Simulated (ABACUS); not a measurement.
Input of an ABACUS 3.10.1 run:

INPUT

```
INPUT_PARAMETERS
suffix              CdO2
calculation         scf
basis_type          pw
pseudo_dir          ./
symmetry            1
dft_functional      pbesol
ecutwfc             103
pseudo_rcut         7
nspin               1
nbands              20
ks_solver           dav
smearing_method     fd
smearing_sigma      0.00367493
scf_thr             1e-08
scf_nmax            100
mixing_type         broyden
mixing_beta         0.7
cal_force           1
cal_stress          1
kpar                4
```

File STRU:

```
ATOMIC_SPECIES
Cd 112.4140 Cd.upf
O 15.9990 O.upf

LATTICE_CONSTANT
1.8897261246

LATTICE_VECTORS
3.4762295762 0.0000000000 0.0000000000
-1.7381147881 3.0105031223 0.0000000000
0.0000000000 0.0000000000 4.1480760000

ATOMIC_POSITIONS
Direct

Cd
0.0
1
0.0000000000 0.0000000000 0.0000000000 1 1 1

O
0.0
2
0.3333333333 0.6666666667 0.2442190000 1 1 1
0.6666666667 0.3333333333 0.7557810000 1 1 1
```

KPT

```
K_POINTS
0
Gamma
9 9 7 0 0 0
```

Potentials or basis: PseudoDojo NC SR 0.4.1 PBEsol standard, plane waves.

Launch:

```sh
$ OMP_NUM_THREADS=1 mpirun -np 4 abacus > log
```

Problem. Predict the largest force.

Solution. 0.306 eV/Å.

Problem. What does it give for the pressure?

Solution. -10.5 GPa.

Problem. Estimate the band gap on the k mesh.

Solution. None (metal or under the smearing width).

Forces in eV/Å, atoms in the order of the input:
```
Cd   0.000  0.000  0.000
O    0.000  0.000 -0.306
O    0.000  0.000  0.306
```
